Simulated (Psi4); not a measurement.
# C3H8Si (SMILES CC(C)[SiH]): B3LYP-D3(BJ)/def2-TZVP (density fitting)

Aim: a structure relaxation of C3H8Si. 

Program for the calculation: Psi4 1.11.

**1. The molecule**

C3H8Si has 12 atoms, charge 0, and is taken as a singlet. As SMILES, `CC(C)[SiH]`. The shape is that of a PBE0-D4/def2-TZVP optimisation. This is one conformer, not always the lowest. The run starts from this shape.

Bond lengths: C1–C2 1.513 Å, C2–C3 1.532 Å, C2–Si4 1.900 Å, C1–H5 1.093 Å, C1–H6 1.093 Å, C1–H7 1.096 Å, C2–H8 1.091 Å, C3–H9 1.089 Å, C3–H10 1.146 Å, C3–H11 1.090 Å, Si4–H12 1.529 Å. Some angles: C1–C2–C3 114.4°, C1–C2–Si4 122.7°, C3–C2–Si4 84.0°, C1–C2–H8 111.2°, C3–C2–H8 110.2°, Si4–C2–H8 111.4°, C2–C1–H5 111.1°, C2–C1–H6 110.7°, C2–C1–H7 112.0°, C2–C3–H9 112.0°.

**2. A structure relaxation at B3LYP-D3(BJ)/def2-TZVP (density fitting)**

Contents of c3h8si.inp:

```
memory 1600 mb

molecule molecule1 {
  0 1
  C
  C 1 1.513464
  C 2 1.531928 1 114.4346
  Si 2 1.899659 1 122.65726 3 98.89522
  H 1 1.092564 2 111.12441 3 -173.70156
  H 1 1.093213 5 107.44785 2 -121.19371
  H 1 1.095939 5 107.3169 6 -116.04081
  H 2 1.090886 1 111.18857 5 60.70897
  H 3 1.08882 2 112.0413 8 137.38633
  H 3 1.146032 9 103.97093 2 -122.21084
  H 3 1.089784 9 111.2297 10 -108.84723
  H 4 1.529303 2 92.93046 8 -170.89258
}

set {
  basis def2-TZVP
  geom_maxiter 60
}

e, wfn = opt('b3lyp-d3bj', return_wfn=True)
```

Started as:

```bash
$ psi4 c3h8si.inp c3h8si.out -n 1
```

c3h8si.out:

```text
Psi4 1.11 release

gradient() will perform analytic gradient computation.

   => Loading Basis Set <=

    Name: DEF2-TZVP
    Role: ORBITAL
    Keyword: BASIS

   => B3LYP-D3(BJ): Empirical Dispersion <=

        s6 =       1.000000
        s8 =       1.988900
        a1 =       0.398100
        a2 =       4.421100

         ---------------------------------------------------------
                                   SCF
                              RKS Reference
                        1 Threads,   1525 MiB Core
         ---------------------------------------------------------

  ==> Geometry <==

    Molecular point group: c1
    Full point group: C1

    Geometry (in Angstrom), charge = 0, multiplicity = 1:

       Center              X                  Y                   Z               Mass
    ------------   -----------------  -----------------  -----------------  -----------------
         C           -0.638336260418     0.209541881471    -1.726056035591    12.000000000000
         C           -0.638336260418     0.209541881471    -0.212592035591    12.000000000000
         C           -0.638336260418    -1.185177497633     0.421096571483    12.000000000000
[... 8 lines of this table left out ...]
         H            1.807023533346    -0.304594035661    -0.192661497193     1.007825032230

  Running in c1 symmetry.

  Rotational constants: A =      0.29310  B =      0.15213  C =      0.11521 [cm^-1]
  Rotational constants: A =   8786.81040  B =   4560.83557  C =   3453.95783 [MHz]
  Nuclear repulsion =  159.990960892269044

  Charge       = 0
  Multiplicity = 1
  Electrons    = 40
  Nalpha       = 20
  Nbeta        = 20

  ==> Algorithm <==

  SCF Algorithm Type is DF.
  DIIS enabled.
  MOM disabled.
  Fractional occupation disabled.
  Guess Type is SAD.
  Energy threshold   = 1.00e-08
  Density threshold  = 1.00e-08
  Integral threshold = 1.00e-12

  ==> Primary Basis <==

  Basis Set: DEF2-TZVP
    Blend: DEF2-TZVP
    Number of shells: 78
    Number of basis functions: 178
    Number of Cartesian functions: 198
    Spherical Harmonics?: true
    Max angular momentum: 3

  ==> DFT Potential <==

   => LibXC <=

    Version 7.1.2

   => Composite Functional: B3LYP-D3BJ2B <=

    B3LYP-d3bj2b Hyb-GGA Exchange-Correlation Functional

    Deriv               =              1
    GGA                 =           TRUE
    Meta                =          FALSE

    Exchange Hybrid     =           TRUE
    MP2 Hybrid          =          FALSE

   => Exchange Functionals <=

    0.0800   Slater exchange
    0.7200         Becke 88

   => Exact (HF) Exchange <=

    0.2000               HF

   => Correlation Functionals <=

    0.1900   Vosko, Wilk & Nusair (VWN5_RPA)
    0.8100   Lee, Yang & Parr

   => LibXC Density Thresholds  <==

    XC_HYB_GGA_XC_B3LYP:  1.00E-15

   => Molecular Quadrature <=

    Radial Scheme          =       TREUTLER
    Pruning Scheme         =           NONE
    Nuclear Scheme         =       TREUTLER

    Blocking Scheme        =         OCTREE
    BS radius alpha        =              1
    Pruning alpha          =              1
    Radial Points          =             75
    Spherical Points       =            302
    Total Points           =         256363
    Total Blocks           =           1987
    Max Points             =            256
    Max Functions          =            175
    Weights Tolerance      =       1.00E-15

   => Loading Basis Set <=

    Name: (DEF2-TZVP AUX)
    Role: JKFIT
    Keyword: DF_BASIS_SCF

  ==> Integral Setup <==

  DFHelper Memory: AOs need 0.125 GiB; user supplied 0.125 GiB.
  SCF_SUBTYPE=INCORE selected. In-core MEM_DF algorithm will be used.
  Using in-core AOs.

  ==> MemDFJK: Density-Fitted J/K Matrices <==

    J tasked:                   Yes
    K tasked:                   Yes
    wK tasked:                   No
    Memory [MiB]:               127
    Algorithm:                 Core
    Schwarz Cutoff:           1E-12
    Mask sparsity (%):       0.7701
    Fitting Condition:        1E-10

   => Auxiliary Basis Set <=

  Basis Set: (DEF2-TZVP AUX)
    Blend: DEF2-UNIVERSAL-JKFIT
    Number of shells: 161
    Number of basis functions: 497
    Number of Cartesian functions: 582
    Spherical Harmonics?: true
    Max angular momentum: 4

  Cached 50.0% of DFT collocation blocks in 0.555 [GiB].

  Minimum eigenvalue in the overlap matrix is 2.8947884912E-04.
  Reciprocal condition number of the overlap matrix is 3.1149506268E-05.
    Using symmetric orthogonalization.

  ==> Pre-Iterations <==

  SCF Guess: Superposition of Atomic Densities via on-the-fly atomic UHF (no occupation information).

   -------------------------
    Irrep   Nso     Nmo
   -------------------------
     A        178     178
   -------------------------
    Total     178     178
   -------------------------

  ==> Iterations <==

                           Total Energy        Delta E     RMS |[F,P]|

[... 4 lines left out ...]
   @DF-RKS iter   4:  -408.64501190698041   -2.20102e-02   7.10359e-04 ADIIS/DIIS
[... 5 lines left out ...]
   @DF-RKS iter  10:  -408.65278448249074   -9.66645e-09   1.43008e-07 DIIS
[... 37 lines left out ...]
  @DF-RKS Final Energy:  -408.65278448301160
[... 8 lines left out ...]
    VV10 Nonlocal Energy =                  0.0000000000000000
[... 139 lines left out ...]
	                                 ==> Convergence Check <==
[... 144 lines left out ...]
   @DF-RKS iter   0:  -408.65027206553225   -4.08650e+02   2.20337e-04
[... 5 lines left out ...]
   @DF-RKS iter   6:  -408.65309523843143   -6.13505e-09   1.74679e-07 DIIS
[... 19 lines left out ...]
    Nuclear Repulsion Energy =            159.3293976208758522
[... 5 lines left out ...]
    Total Energy =                       -408.6530952389656477
[... 109 lines left out ...]
	Measures of convergence in internal coordinates in au.
[... 101 lines left out ...]
   @DF-RKS iter   1:  -408.65327517413635   -5.83783e-03   4.63310e-05 DIIS
[... 5 lines left out ...]
   @DF-RKS iter   7:  -408.65332114258325   -8.79652e-10   4.45305e-08 DIIS
[... 19 lines left out ...]
    Nuclear Repulsion Energy =            158.7107837558595236
[... 5 lines left out ...]
    Total Energy =                       -408.6533211426242360
[... 109 lines left out ...]
	Measures of convergence in internal coordinates in au.
[... 112 lines left out ...]
   @DF-RKS iter   1:  -408.65339055404803   -4.62674e-03   2.80578e-05 DIIS
[... 5 lines left out ...]
   @DF-RKS iter   7:  -408.65340854808113   -4.39286e-10   2.81633e-08 DIIS
[... 19 lines left out ...]
    Nuclear Repulsion Energy =            158.4934089072637278
[... 5 lines left out ...]
    Total Energy =                       -408.6534085480998897
[... 109 lines left out ...]
	Measures of convergence in internal coordinates in au.
[... 101 lines left out ...]
   @DF-RKS iter   1:  -408.65343206991139   -3.08763e-03   1.67723e-05 DIIS
[... 5 lines left out ...]
   @DF-RKS iter   7:  -408.65343968681179   -2.81716e-10   2.59586e-08 DIIS
[... 19 lines left out ...]
    One-Electron Energy =                -874.3087588600911886
[... 19 lines left out ...]
 Dipole X            :          2.6194499           -3.1068113           -0.4873614
[... 99 lines left out ...]
	   Step    Total Energy     Delta E     Max Force     RMS Force      Max Disp      RMS Disp
[... 97 lines left out ...]
   @DF-RKS iter   2:  -408.65344608435737    1.69508e-07   7.87988e-06 DIIS
[... 5 lines left out ...]
  Energy and wave function converged.
[... 19 lines left out ...]
    DFT Exchange-Correlation Energy =     -32.4594077431695638
[... 19 lines left out ...]
 Dipole Z            :          3.9538481           -4.2186288           -0.2647808
[... 171 lines left out ...]
    Weights Tolerance      =       1.00E-15
[... 25 lines left out ...]
   @DF-RKS iter   4:  -408.65345026676238   -4.31965e-09   2.03287e-07 DIIS
[... 16 lines left out ...]
  @DF-RKS Final Energy:  -408.65345026760389
[... 8 lines left out ...]
    VV10 Nonlocal Energy =                  0.0000000000000000
[... 108 lines left out ...]
	                                 ==> Convergence Check <==
[... 102 lines left out ...]
   @DF-RKS iter   0:  -408.65273433663515   -4.08653e+02   7.59711e-05
[... 5 lines left out ...]
   @DF-RKS iter   6:  -408.65345854354041   -4.87319e-10   3.57457e-08 DIIS
[... 19 lines left out ...]
    Nuclear Repulsion Energy =            158.3015824353234109
[... 5 lines left out ...]
    Total Energy =                       -408.6534585435773579
[... 109 lines left out ...]
	Measures of convergence in internal coordinates in au.
[... 112 lines left out ...]
   @DF-RKS iter   1:  -408.65346089750835   -7.32703e-04   7.89451e-06 DIIS
[... 5 lines left out ...]
   @DF-RKS iter   7:  -408.65346282658044   -2.68869e-11   1.60342e-08 DIIS
[... 19 lines left out ...]
    One-Electron Energy =                -874.0392609143425489
[... 19 lines left out ...]
 Dipole X            :          2.6225408           -3.1002742           -0.4777335
[... 99 lines left out ...]
	   Step    Total Energy     Delta E     Max Force     RMS Force      Max Disp      RMS Disp
[... 97 lines left out ...]
   @DF-RKS iter   2:  -408.65346313464136   -1.71740e-07   3.02059e-06 DIIS
[... 5 lines left out ...]
  Energy and wave function converged.
[... 19 lines left out ...]
    Virtual:

      21A     -0.070888    22A      0.022344    23A      0.046409
      24A      0.063025    25A      0.066713    26A      0.077166
      27A      0.097181    28A      0.112083    29A      0.114517
[... 49 lines of this table left out ...]
     177A     22.323984   178A     22.406498

    Final Occupation by Irrep:
              A
    DOCC [    20 ]
    NA   [    20 ]
    NB   [    20 ]

  @DF-RKS Final Energy:  -408.65346330130359

   => Energetics <=

    Nuclear Repulsion Energy =            158.2663579086406855
    One-Electron Energy =                -874.0261593216954452
    Two-Electron Energy =                 339.5827728330010018
    DFT Exchange-Correlation Energy =     -32.4592137503720295
    Empirical Dispersion Energy =          -0.0172209708777366
    VV10 Nonlocal Energy =                  0.0000000000000000
    Total Energy =                       -408.6534633013035887

Computation Completed

Properties will be evaluated at   0.000000,   0.000000,   0.000000 [a0]

Properties computed using the SCF density matrix

 Multipole Moments:

 ------------------------------------------------------------------------------------
     Multipole            Electronic (a.u.)      Nuclear  (a.u.)        Total (a.u.)
 ------------------------------------------------------------------------------------

 L = 1.  Multiply by 2.5417464519 to convert [e a0] to [Debye]
 Dipole X            :          2.6212332           -3.0978146           -0.4765814
 Dipole Y            :          3.4091399           -3.6868609           -0.2777210
 Dipole Z            :          3.9420897           -4.2110227           -0.2689331
 Magnitude           :                                                    0.6136642

 ------------------------------------------------------------------------------------

	total time  =         21 seconds =       0.35 minutes

         ------------------------------------------------------------
                                   SCF GRAD
         ------------------------------------------------------------

  ==> Geometry <==

    Molecular point group: c1
    Full point group: C1

    Geometry (in Angstrom), charge = 0, multiplicity = 1:

       Center              X                  Y                   Z               Mass
    ------------   -----------------  -----------------  -----------------  -----------------
         C           -0.629911352764     0.153602326300    -1.726408565733    12.000000000000
         C           -0.629911352764     0.153602326300    -0.204227151456    12.000000000000
         C           -0.629911352764    -1.264001989898     0.417780495712    12.000000000000
[... 8 lines of this table left out ...]
         H            1.855880449872    -0.207208242770    -0.137429258279     1.007825032230

  Nuclear repulsion =  158.266357908640714

   => Molecular Quadrature <=

    Radial Scheme          =       TREUTLER
    Pruning Scheme         =           NONE
    Nuclear Scheme         =       TREUTLER

    Blocking Scheme        =         OCTREE
    BS radius alpha        =              1
    Pruning alpha          =              1
    Radial Points          =             75
    Spherical Points       =            302
    Total Points           =         256549
    Total Blocks           =           1980
    Max Points             =            256
    Max Functions          =            175
    Weights Tolerance      =       1.00E-15

  -Total Gradient:
     Atom            X                  Y                   Z
    ------   -----------------  -----------------  -----------------
       1       -0.000014444163    -0.000009521084    -0.000061236518
       2       -0.000051905742     0.000036900555     0.000016020710
       3        0.000147398709     0.000095399913    -0.000043238113
[... 8 lines of this table left out ...]
      12       -0.000007621614     0.000006857119     0.000021469914

	total time  =          7 seconds =       0.12 minutes

    			-----------------------------------------

    			 OPTKING 3.0: for geometry optimizations

    			        with contributions from

    			-----------------------------------------

	                            ===> Fragment 1 <==

	 Z (Atomic Numbers)          Masses                          Geom
	       6.000000            12.000000         -1.19035994  0.29026633 -3.26243937
	       6.000000            12.000000         -1.19035994  0.29026633 -0.38593338
	       6.000000            12.000000         -1.19035994 -2.38861758  0.78949072
[... 8 lines of this table left out ...]
	       1.000000             1.007825          3.50710577 -0.39156683 -0.25970366

	 - Coordinate -           - BOHR/RAD -       - ANG/DEG -
	 R(1,2)           =         2.876506           1.522181
	 R(1,5)           =         2.063190           1.091793
	 R(1,6)           =         2.063356           1.091881
[... 65 lines of this table left out ...]
	 D(11,3,4,12)     =         2.981445         170.824204

	        --- Internal Coordinate Step in ANG or DEG, aJ/ANG or AJ/DEG ---
	-------------------------------------------------------------------------------
	           Coordinate      Previous         Force          Change          New
	           ----------      --------        ------          ------        ------
	               R(1,2)       1.52218       -0.00036       -0.00007       1.52211
	               R(1,5)       1.09179        0.00004        0.00001       1.09180
	               R(1,6)       1.09188        0.00013        0.00003       1.09191
[... 65 lines of this table left out ...]
	         D(11,3,4,12)     170.82420        0.00000        0.07969     170.90390
	-------------------------------------------------------------------------------

	                                 ==> Convergence Check <==

	Measures of convergence in internal coordinates in au.

	Criteria marked as inactive (o), active & met (*), and active & unmet ( ).

	----------------------------------------------------------------------------------------------
	   Step    Total Energy     Delta E     Max Force     RMS Force      Max Disp      RMS Disp
	----------------------------------------------------------------------------------------------
	  Convergence Criteria     1.00e-06 *    3.00e-04 *             o    1.20e-03 *             o
	----------------------------------------------------------------------------------------------
	    10    -408.65346330   -4.75e-07 *    7.27e-05 *    1.82e-05 o    2.25e-03      9.10e-04 o  ~
	----------------------------------------------------------------------------------------------

Next Geometry in Ang
	Fragment 1 (Ang)

	    C  -0.6300657340   0.1535587737  -1.7261806630
	    C  -0.6297414098   0.1535066031  -0.2040706937
	    C  -0.6300441411  -1.2641409816   0.4178249749
[... 8 lines of this table left out ...]
	    H   1.8559304710  -0.2075589919  -0.1379638528

    Final optimized geometry and variables:
    Molecular point group: c1
    Full point group: C1

    Geometry (in Angstrom), charge = 0, multiplicity = 1:

    C
    C             1    1.522181
    C             2    1.548062      1  113.690608
    SI            2    1.903972      1  122.237000      3  104.341923
    H             1    1.091793      2  111.147105      3 -176.485271
[... 6 lines of this table left out ...]
    H             4    1.527755      2   93.495098      8 -171.551337

    Psi4 run time: 0:04:54.48

[set-up sections that repeat, and orbital energies of the middle runs, are left out above]
```

Standard output:

```text
Optimizer: Optimization complete!
```

Wall time 4.9 min (1 thread of AMD EPYC 7R43 (Zen 3), shared host); peak memory 0.99 GiB.

Steps, from the record of the run:

```csv
step,energy from the first frame kept (eV),largest force (eV/Å)
0,0.0000,0.3546
1,-0.0085,0.1882
2,-0.0146,0.1119
3,-0.0170,0.0646
4,-0.0178,0.0198
5,-0.0180,0.0132
6,-0.0181,0.0159
7,-0.0183,0.0230
8,-0.0185,0.0201
9,-0.0185,0.0093
```

After the run. Bond lengths: C1–C2 1.522 Å, C2–C3 1.548 Å, C2–Si4 1.904 Å, C1–H5 1.092 Å, C1–H6 1.092 Å, C1–H7 1.095 Å, C2–H8 1.091 Å, C3–H9 1.088 Å, C3–H10 1.125 Å, C3–H11 1.089 Å, Si4–H12 1.528 Å. Some angles: C1–C2–C3 113.7°, C1–C2–Si4 122.2°, C3–C2–Si4 88.7°, C1–C2–H8 110.2°, C3–C2–H8 109.4°, Si4–C2–H8 110.6°, C2–C1–H5 111.1°, C2–C1–H6 110.7°, C2–C1–H7 111.8°, C2–C3–H9 111.2°.

**3. Results**

Level: B3LYP-D3(BJ)/def2-TZVP (density fitting).

| quantity | value |
| --- | --- |
| total energy at the end | -408.65346 Eh |
| dipole moment | 1.56 D |
| HOMO energy | -5.97 eV |
| LUMO energy | -1.93 eV |
| HOMO–LUMO gap | 4.04 eV |
| dispersion energy | -45.21 kJ/mol |

At the final geometry: Bond lengths: C1–C2 1.522 Å, C2–C3 1.548 Å, C2–Si4 1.904 Å, C1–H5 1.092 Å, C1–H6 1.092 Å, C1–H7 1.095 Å, C2–H8 1.091 Å, C3–H9 1.088 Å, C3–H10 1.125 Å, C3–H11 1.089 Å, Si4–H12 1.528 Å. Some angles: C1–C2–C3 113.7°, C1–C2–Si4 122.2°, C3–C2–Si4 88.7°, C1–C2–H8 110.2°, C3–C2–H8 109.4°, Si4–C2–H8 110.6°, C2–C1–H5 111.1°, C2–C1–H6 110.7°, C2–C1–H7 111.8°, C2–C3–H9 111.2°. The optimisation took 10 steps and changed the energy by -0.018 eV.
